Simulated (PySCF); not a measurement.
# Changing the system itself: TcF4 (quartet)

One physical setting of the base script is moved in each run, with the edits that it forces.

Method: each script names its method and basis; program: PySCF 2.14.0.

2 further runs of the same task are left out: 2 that didn't finish.

## (1) Where the work starts

TcF4 (quartet): 5 atoms, charge 0, spin multiplicity 4.

Bond lengths: Tc1–F2 1.850 Å, Tc1–F3 1.850 Å, Tc1–F4 1.849 Å, Tc1–F5 1.849 Å. Angles: F2–Tc1–F3 121.8°, F2–Tc1–F4 121.7°, F2–Tc1–F5 87.5°, F3–Tc1–F4 87.5°, F3–Tc1–F5 121.7°, F4–Tc1–F5 120.6°.

Coordinates:

| atom | x (Å) | y (Å) | z (Å) |
| --- | --- | --- | --- |
| Tc1 | 0.00000 | 0.00000 | -0.00100 |
| F2 | -0.26780 | 1.59400 | -0.90030 |
| F3 | 0.26780 | -1.59400 | -0.90030 |
| F4 | 1.56850 | -0.34550 | 0.91540 |
| F5 | -1.56850 | 0.34550 | 0.91540 |

## (2) The run that the others are compared with

input.py reads:

```python
from pyscf import gto, scf

mol = gto.M(
    atom='Tc 0 0 -0.001; F -0.2678 1.594 -0.9003; F 0.2678 -1.594 -0.9003; F 1.5685 -0.3455 0.9154; F -1.5685 0.3455 0.9154',
    basis='sbkjc',
    ecp={'Tc': 'sbkjc', 'F': 'sbkjc'},
    charge=0,
    spin=3,
    verbose=3,
)
mf = scf.UHF(mol)
mf = mf.newton()
mf.kernel()
mf.dip_moment()
print('orbital energies (hartree):', [e[max(0, n-3):n+3].round(4) for e, n in zip(mf.mo_energy, mol.nelec)])
```

Run with:

```
$ OMP_NUM_THREADS=1 python input.py
```

The log of this run is left out.

In short: E(SCF) = -175.245137 Eh, ⟨S²⟩ = 3.771, μ = 0.08 D.

No search for the lowest state was made; open d or f shells can end in a higher solution. The quartet is typed in the script; nothing here shows that it is the ground state.

## (3) Electric field 0.01 a.u.

Edit 1 changes electric field: none → 0.01 a.u.

input.py reads:

```python
from pyscf import gto, scf

mol = gto.M(
    atom='Tc 0 0 -0.001; F -0.2678 1.594 -0.9003; F 0.2678 -1.594 -0.9003; F 1.5685 -0.3455 0.9154; F -1.5685 0.3455 0.9154',
    basis='sbkjc',
    ecp={'Tc': 'sbkjc', 'F': 'sbkjc'},
    charge=0,
    spin=3,
    verbose=3,
)
mf = scf.UHF(mol)
field = 0.01  # electric field along z, atomic units
h = mf.get_hcore() + field*mol.intor('int1e_r')[2]
mf.get_hcore = lambda *args: h
e_nuc = mol.energy_nuc() - field*mol.atom_charges() @ mol.atom_coords()[:, 2]
mf.energy_nuc = lambda *args: e_nuc
mf = mf.newton()
mf.kernel()
mf.dip_moment()
print('orbital energies (hartree):', [e[max(0, n-3):n+3].round(4) for e, n in zip(mf.mo_energy, mol.nelec)])
```

Run with:

```
$ OMP_NUM_THREADS=1 python input.py
```

## (4) Charge +1 (quintet)

Edit 2 changes charge: 0 → 1; spin (2S): 3 → 4.

Edit input.py of step 2 so:

```diff
@@ -6,4 +6,4 @@
     ecp={'Tc': 'sbkjc', 'F': 'sbkjc'},
-    charge=0,
-    spin=3,
+    charge=1,
+    spin=4,
     verbose=3,
```

## (5) Coordinates × 0.93

Edit 3 changes geometry: coordinates × 1 → coordinates × 0.93.

Edit input.py of step 2 so:

```diff
@@ -3,3 +3,3 @@
 mol = gto.M(
-    atom='Tc 0 0 -0.001; F -0.2678 1.594 -0.9003; F 0.2678 -1.594 -0.9003; F 1.5685 -0.3455 0.9154; F -1.5685 0.3455 0.9154',
+    atom='Tc 0 0 -0.0009; F -0.2491 1.4824 -0.8373; F 0.2491 -1.4824 -0.8373; F 1.4587 -0.3213 0.8513; F -1.4587 0.3213 0.8513',
     basis='sbkjc',
```

## (6) Electric field 0.05 a.u.

Edit 4 changes electric field: none → 0.05 a.u.

Edit input.py of step 2 so:

```diff
@@ -11,2 +11,7 @@
 mf = scf.UHF(mol)
+field = 0.05  # electric field along z, atomic units
+h = mf.get_hcore() + field*mol.intor('int1e_r')[2]
+mf.get_hcore = lambda *args: h
+e_nuc = mol.energy_nuc() - field*mol.atom_charges() @ mol.atom_coords()[:, 2]
+mf.energy_nuc = lambda *args: e_nuc
 mf = mf.newton()
```

**Question.** What will these runs give? Wanted: for each run, E(SCF); from base; SCF dipole.

As calculated:

| run | E(SCF) (hartree) | from base (eV) | SCF dipole (D) |
| --- | --- | --- | --- |
| base | -175.245137 | 0 | 0.08 |
| electric field 0.01 a.u. | -175.166554 | +2.1383 | 0.50 |
| charge +1 (quintet) | -174.707757 | +14.6228 | n/a |
| coordinates × 0.93 | -175.162628 | +2.2452 | 0.07 |
| electric field 0.05 a.u. | -175.273712 | -0.7776 | 3.04 |

The largest comparable shift of the SCF energy, +2.245 eV, comes with the run “coordinates × 0.93”. At the SCF level, going to the quintet with one electron fewer costs 14.62 eV at fixed geometry, which need not be the lowest ionisation.
